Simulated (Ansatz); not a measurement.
# Ga3Se (Pm-3m) in Ansatz: equation of state

Aim: energy against volume of Ga3Se in PBEsol, for its equilibrium volume and stiffness.

Everything below comes from runs of Ansatz 0.2.0. Logs are shortened: lines on timing, memory, paths and dates and some standing lists are left out, and cuts for length are marked.

## 1. The crystal as given

It takes space group Pm-3m (No. 221, cubic). The conventional cell has a = 4.432 Å, b = 4.432 Å, c = 4.432 Å, α = 90.00°, β = 90.00°, γ = 90.00°. Se (site symmetry m-3m) is surrounded by 12 Ga at 3.13 Å. Around Ga (site symmetry 4/mmm) lie 4 Se at 3.13 Å and 8 Ga at 3.13 Å.

The cell comes from a database or a generator and needn't be the stable form of this composition.

## 2. Single point, PBEsol, 20.46 Å³/atom (volume scaled by 0.94)

input.yaml reads:

```yaml
crystal:
  lattice:
    - [4.3419811414, 0.0, 0.0]
    - [0.0, 4.3419811414, 0.0]
    - [0.0, 0.0, 4.3419811414]
  atoms:
    - { symbol: Se, position: [0.0, 0.0, 0.0] }
    - { symbol: Ga, position: [0.5, 0.5, 0.0] }
    - { symbol: Ga, position: [0.5, 0.0, 0.5] }
    - { symbol: Ga, position: [0.0, 0.5, 0.5] }
hamiltonian:
  xc: pbesol
  pseudopotentials: { kind: paw }
kpoints:
  mp_grid: { grid: [6, 6, 6] }
scf:
  occupations: { method: fermi_dirac, width: 0.05 }
output:
  forces: true
  stress: true
  eigenvalues: true
```

Potentials or basis: Ansatz PAW.

Command:

```console
$ ansatz run input.yaml --threads 2 --pin off --max-ram 5632MiB --backend cpu --events-out ev --progress --plain --runs-dir out
```

The program printed:

```text
Warning: RAYON_NUM_THREADS=2 ignored (pool sized by the plan → 2); use --threads N
Engine: ansatz 0.2.0, x86_64-unknown-linux-gnu
Pseudopotentials: kind: paw
Pseudopotential: Se, paw, valence charge 16, recommended cutoff 420 eV (normal), Se.paw.azcp
Pseudopotential: Ga, paw, valence charge 13, recommended cutoff 420 eV (normal), Ga.paw.azcp
Functional definition: PBEsol
  exchange = pbesol_x
  correlation = pbesol_c
Crystal: 4 atoms, lattice volume = 81.859 Å³
Basis set: ecut = 420 eV, 1575 PW (Γ), exchange–correlation on 60×60×60 points (8 copies of the dense FFT grid, shifted against one another)
Bands: 33, of which v1, the nominal top of the filled ones, is band 28 counted from 1 (27 counted from 0)
Symmetry: 48 space group operations
Space group: Pm-3m (ITA 221), of the structure as read, at distance tolerance 4.3e-5 Å
k-points: 20 of 216
Non-local potential: Se, projectors of the file, l = 0: 2, l = 1: 2, l = 2: 3, l = 3: 1
Non-local potential: Ga, projectors of the file, l = 0: 2, l = 1: 2, l = 2: 3, l = 3: 1
PAW form: soft (Blöchl's): semilocal exchange-correlation on the pseudo side does not see the compensation charge
PAW frozen core: Se, regenerated for the run's functional, and the local potential with it (the file was generated under x = pbe(κ = 0.804, μ = 0.2195149727645171), c = pbe(β = 0.06672455060314922))
PAW frozen core: Ga, regenerated for the run's functional, and the local potential with it (the file was generated under x = pbe(κ = 0.804, μ = 0.2195149727645171), c = pbe(β = 0.06672455060314922))
PAW one-centre angular grid: Se, 590 points (default); XC on 64 Gauss nodes
PAW one-centre angular grid: Ga, 590 points (default); XC on 64 Gauss nodes
Initial density: superposition of atomic densities (neutral atoms: chi_scale 0, normalization atom), corrected by the library's trained network
Initial wavefunctions: pseudopotential atomic-orbital guess
Functional: x = pbesol(κ = 0.804, μ = 0.12345679012345678), c = pbesol(β = 0.046)
SCF iter   1: F=—  HF=-16653.933071 eV  |F-HF|=—  |Δ(HF+E_count)|=         —  Δρ=2.11e-3  dr2=3.97e-3  ethr=1.77e-3  ⟨swp⟩=6.5  Hψ=2484  notcnv=0
preconditioner: auto → Resta (q_TF=auto, 2.553 Å⁻¹)  ε∞=4.6  [insulator: Δε(μ)=0.176 eV  Ē_g=14.439 eV  σ=0.050 eV  W_gap=0.70  n_scr=26 (ndim 8)  ℏωp=27.5 eV  f_vac=0.000  D(μ)=1.10/eV (n_scr^D=6)  ε∞_Penn≈4.6]
SCF iter   2: F=—  HF=-16653.930253 eV  |F-HF|=—  |Δ(HF+E_count)|=   2.82e-3  Δρ=7.18e-4  dr2=3.74e-4  ethr=7.23e-6  ⟨swp⟩=2.1  Hψ=1331  notcnv=0
SCF iter   3: F=—  HF=-16653.930204 eV  |F-HF|=—  |Δ(HF+E_count)|=   4.83e-5  Δρ=3.82e-4  dr2=9.52e-5  ethr=6.80e-7  ⟨swp⟩=1.8  Hψ=791  notcnv=0
SCF iter   4: F=—  HF=-16653.930156 eV  |F-HF|=—  |Δ(HF+E_count)|=   4.82e-5  Δρ=9.61e-5  dr2=5.72e-6  ethr=1.73e-7  ⟨swp⟩=2.0  Hψ=1100  notcnv=0
SCF iter   5: F=—  HF=-16653.930155 eV  |F-HF|=—  |Δ(HF+E_count)|=   1.55e-6  Δρ=3.03e-5  dr2=8.77e-7  ethr=1.04e-8  ⟨swp⟩=2.0  Hψ=1200  notcnv=0
SCF iter   6: F=-16653.930155 eV  HF=-16653.930155 eV  |F-HF|=1.03e-8  |Δ(HF+E_count)|=   5.56e-8  Δρ=1.17e-5  dr2=8.37e-8  ethr=1.82e-10  ⟨swp⟩=4.5  Hψ=3045  notcnv=0
SCF 1 converged in 6 iterations: F = -16653.930155 eV  dr2 = 8.37e-8
SCF converged after 6 iterations
Free energy (F): -16653.930155 eV
Harris-Foulkes:  -16653.930155 eV  (|F-HF|=1.03e-8)
Internal energy: -16653.920325 eV  (E = F + TS)
E sigma→0 (E₀):  -16653.925240 eV
Entropy (-TS):   -0.009830 eV (-2.457 meV/atom)
Fermi energy:    9.316850 eV
--- Per-component energies (eV) ---
  E_band       = -492.536254
  E_kinetic    = 460.135647
  E_local      = -7648.801847  (includes V_loc(G=0)·N_el)
  E_nonlocal   = 674.992405
  E_hartree    = 3642.355513
  E_xc         = -310.093265
  E_vxc        = -272.817082  (∫ρ·V_xc dr)
  E_paw        = -7701.428304  (= ΣΔE_a)
  E_vpaw       = -990.753814  (= ΣTr[D̂ρ^β])
  E_aug_tail   = -0.000820  (compensation charges beyond the density's cutoff)
  E_ewald      = -5774.677036
  E_core_change = 3.597384  (= ΣΔE_core)
  E_smearing   = -0.009830  (= −TS)
  E_closure    = -0.000000  (closes the sum)
  Σ components = -16653.930155   (vs F -16653.930155, Δ=0.00e0)
--- Forces (eV/Å), atoms counted from 1 ---
  atom   1  Se     0.00000000     0.00000000     0.00000000
  atom   2  Ga     0.00000000    -0.00000000     0.00000000
  atom   3  Ga     0.00000000    -0.00000000     0.00000000
  atom   4  Ga     0.00000000     0.00000000     0.00000000
  max |Σ_I F_I| component: 5.50e-29 eV/Å
--- Stress (GPa, compression-positive) ---
       -1.238175       0.000000       0.000000
        0.000000      -1.238175       0.000000
       -0.000000       0.000000      -1.238175
  P = ⅓ Tr σ = -1.2382 GPa (-12.382 kbar)
--- Band table (eV; the first three rows and the last of 20) ---
  k-point 0: bands = ["-38.7312", "-38.7312", "-38.7311", "-38.7311", "-38.7311", "-5.7240", "-5.6781", "-5.6781", "-5.6781", "-5.6171", "-5.6171", "-5.5239", "-5.5239", "-5.5239", "-5.4521", "-5.4521", "-5.4369", "-5.3907", "-5.3907", "-5.3907", "-4.4946", "1.7344", "5.3258", "5.3258", "5.3258", "6.5697", "6.5697", "11.0117", "11.0117", "11.0117", "13.8717", "13.8717", "13.8717"]
  k-point 1: bands = ["-38.7312", "-38.7312", "-38.7311", "-38.7311", "-38.7311", "-5.7010", "-5.6743", "-5.6623", "-5.6623", "-5.6146", "-5.6053", "-5.5275", "-5.5257", "-5.5257", "-5.4632", "-5.4518", "-5.4457", "-5.4109", "-5.4109", "-5.3907", "-4.4037", "1.4533", "4.4811", "5.5125", "5.5125", "6.7209", "7.9419", "10.5853", "10.6166", "10.6166", "12.5893", "13.3393", "13.3393"]
  k-point 2: bands = ["-38.7312", "-38.7311", "-38.7311", "-38.7311", "-38.7311", "-5.6661", "-5.6464", "-5.6195", "-5.6195", "-5.6077", "-5.5760", "-5.5353", "-5.5297", "-5.5297", "-5.4987", "-5.4698", "-5.4619", "-5.4619", "-5.4507", "-5.3907", "-4.1932", "0.7923", "4.0668", "5.9923", "5.9923", "7.1065", "8.4851", "9.5700", "9.5700", "11.0384", "11.5493", "13.3827", "13.3827"]
  k-point 19: bands = ["-38.7312", "-38.7312", "-38.7312", "-38.7311", "-38.7311", "-5.7912", "-5.6192", "-5.6192", "-5.6192", "-5.6025", "-5.6025", "-5.6025", "-5.5008", "-5.5008", "-5.4831", "-5.4831", "-5.4831", "-5.4197", "-5.4197", "-5.4197", "-3.3266", "4.0919", "4.0919", "4.0919", "4.1891", "4.1891", "4.1891", "5.5760", "13.5718", "13.5718", "13.5718", "18.3359", "18.3359"]
```

Run time: 1.6 s. Hardware: 2 threads of AMD EPYC 7R13 (Zen 3), shared host; peak memory 0.41 GiB.

Results:

- Free energy: -16653.9302 eV
- Pressure: -1.2 GPa
- Band gap on the k mesh: none (metal or under the smearing width)

Caveat: the PAW data sets come from PBE, with cores solved anew for the run's functional, which leaves a small shift of forces and pressure.

## 3. Single point, PBEsol, 20.90 Å³/atom (volume scaled by 0.96)

input.yaml, as its differences from that of step 2:

```diff
@@ -2,5 +2,5 @@
   lattice:
-    - [4.3419811414, 0.0, 0.0]
-    - [0.0, 4.3419811414, 0.0]
-    - [0.0, 0.0, 4.3419811414]
+    - [4.3725594808, 0.0, 0.0]
+    - [0.0, 4.3725594808, 0.0]
+    - [0.0, 0.0, 4.3725594808]
   atoms:
```

Potentials or basis: Ansatz PAW.

Command:

```console
$ ansatz run input.yaml --threads 2 --pin off --max-ram 5632MiB --backend cpu --events-out ev --progress --plain --runs-dir out
```

Run time: 1.6 s. Hardware: 2 threads of AMD EPYC 7R13 (Zen 3), shared host; peak memory 0.41 GiB.

The run converged. Its results:

| Quantity | Value |
| --- | --- |
| Free energy | -16653.9117 eV |
| Pressure | -2.1 GPa |
| Band gap on the k mesh | none (metal or under the smearing width) |

Caveat: the PAW data sets come from PBE, with cores solved anew for the run's functional, which leaves a small shift of forces and pressure.

## 4. Single point, PBEsol, 21.34 Å³/atom (volume scaled by 0.98)

input.yaml, as its differences from that of step 3:

```diff
@@ -2,5 +2,5 @@
   lattice:
-    - [4.3725594808, 0.0, 0.0]
-    - [0.0, 4.3725594808, 0.0]
-    - [0.0, 0.0, 4.3725594808]
+    - [4.4027160164, 0.0, 0.0]
+    - [0.0, 4.4027160164, 0.0]
+    - [0.0, 0.0, 4.4027160164]
   atoms:
@@ -21 +21,5 @@
   eigenvalues: true
+  write_density: true
+  write_potential: true
+  elf: true
+  volumetric_format: npy
```

Command:

```console
$ ansatz run input.yaml --threads 2 --pin off --max-ram 5632MiB --backend cpu --events-out ev --progress --plain --runs-dir out
```

Run time: 2.6 s. Hardware: 2 threads of AMD EPYC 7R13 (Zen 3), shared host; peak memory 0.43 GiB.

Results (log left out):

* Free energy: -16653.8841 eV
* Pressure: -2.9 GPa
* Band gap on the k mesh: none (metal or under the smearing width)

Caveat: the PAW data sets come from PBE, with cores solved anew for the run's functional, which leaves a small shift of forces and pressure.

## 5. Single point, PBEsol, 21.77 Å³/atom

input.yaml, as its differences from that of step 4:

```diff
@@ -2,5 +2,5 @@
   lattice:
-    - [4.4027160164, 0.0, 0.0]
-    - [0.0, 4.4027160164, 0.0]
-    - [0.0, 0.0, 4.4027160164]
+    - [4.432465, 0.0, 0.0]
+    - [0.0, 4.432465, 0.0]
+    - [0.0, 0.0, 4.432465]
   atoms:
```

Command:

```console
$ ansatz run input.yaml --threads 2 --pin off --max-ram 5632MiB --backend cpu --events-out ev --progress --plain --runs-dir out
```

Run time: 2.5 s. Hardware: 2 threads of AMD EPYC 7R13 (Zen 3), shared host; peak memory 0.43 GiB.

Results (log left out):

```yaml
Free_energy: -16653.8485 eV
Pressure: -3.6 GPa
Band_gap_on_the_k_mesh: none (metal or under the smearing width)
```

Caveat: the PAW data sets come from PBE, with cores solved anew for the run's functional, which leaves a small shift of forces and pressure.

## 6. Single point, PBEsol, 22.21 Å³/atom (volume scaled by 1.02)

input.yaml, as its differences from that of step 5:

```diff
@@ -2,5 +2,5 @@
   lattice:
-    - [4.432465, 0.0, 0.0]
-    - [0.0, 4.432465, 0.0]
-    - [0.0, 0.0, 4.432465]
+    - [4.4618199283, 0.0, 0.0]
+    - [0.0, 4.4618199283, 0.0]
+    - [0.0, 0.0, 4.4618199283]
   atoms:
```

Potentials or basis: Ansatz PAW.

Command:

```console
$ ansatz run input.yaml --threads 2 --pin off --max-ram 5632MiB --backend cpu --events-out ev --progress --plain --runs-dir out
```

Run time: 2.1 s. Hardware: 2 threads of AMD EPYC 7R13 (Zen 3), shared host; peak memory 0.43 GiB.

It converged, with:

| Quantity | Value |
| --- | --- |
| Free energy | -16653.8059 eV |
| Pressure | -4.2 GPa |
| Band gap on the k mesh | none (metal or under the smearing width) |

Caveat: the PAW data sets come from PBE, with cores solved anew for the run's functional, which leaves a small shift of forces and pressure.

## 7. Single point, PBEsol, 22.64 Å³/atom (volume scaled by 1.04)

input.yaml, as its differences from that of step 6:

```diff
@@ -2,5 +2,5 @@
   lattice:
-    - [4.4618199283, 0.0, 0.0]
-    - [0.0, 4.4618199283, 0.0]
-    - [0.0, 0.0, 4.4618199283]
+    - [4.4907935969, 0.0, 0.0]
+    - [0.0, 4.4907935969, 0.0]
+    - [0.0, 0.0, 4.4907935969]
   atoms:
@@ -21,5 +21 @@
   eigenvalues: true
-  write_density: true
-  write_potential: true
-  elf: true
-  volumetric_format: npy
```

Command:

```console
$ ansatz run input.yaml --threads 2 --pin off --max-ram 5632MiB --backend cpu --events-out ev --progress --plain --runs-dir out
```

Run time: 2.4 s. Hardware: 2 threads of AMD EPYC 7R13 (Zen 3), shared host; peak memory 0.42 GiB.

It converged, with:

* Free energy: -16653.7572 eV
* Pressure: -4.7 GPa
* Band gap on the k mesh: none (metal or under the smearing width)

Caveat: the PAW data sets come from PBE, with cores solved anew for the run's functional, which leaves a small shift of forces and pressure.

## 8. Single point, PBEsol, 23.08 Å³/atom (volume scaled by 1.06)

input.yaml, as its differences from that of step 7:

```diff
@@ -2,5 +2,5 @@
   lattice:
-    - [4.4907935969, 0.0, 0.0]
-    - [0.0, 4.4907935969, 0.0]
-    - [0.0, 0.0, 4.4907935969]
+    - [4.5193981489, 0.0, 0.0]
+    - [0.0, 4.5193981489, 0.0]
+    - [0.0, 0.0, 4.5193981489]
   atoms:
```

Command:

```console
$ ansatz run input.yaml --threads 2 --pin off --max-ram 5632MiB --backend cpu --events-out ev --progress --plain --runs-dir out
```

Wall time 2.1 s (2 threads of AMD EPYC 7R13 (Zen 3), shared host); peak memory 0.42 GiB.

The run converged. Its results:

```
Free energy            : -16653.7031 eV
Pressure               : -5.2 GPa
Band gap on the k mesh : none (metal or under the smearing width)
```

Caveat: the PAW data sets come from PBE, with cores solved anew for the run's functional, which leaves a small shift of forces and pressure.

## 9. Equation of state, PBEsol

Potentials or basis: Ansatz PAW.

This step only gathers the single runs of the series.

What came out:

| Item | Value |
| --- | --- |
| Equilibrium volume | 19.94 Å³/atom (rough: see the caveat) |
| Bulk modulus | 51 GPa (rough) |

Energy against volume, from the lowest point:
| volume (Å³/atom) | energy (meV/atom) |
| --- | --- |
| 20.465 | 0.00 |
| 20.900 | 4.62 |
| 21.335 | 11.52 |
| 21.771 | 20.41 |
| 22.206 | 31.06 |
| 22.642 | 43.24 |
| 23.077 | 56.75 |

Caveat: the minimum lies outside the volumes run.
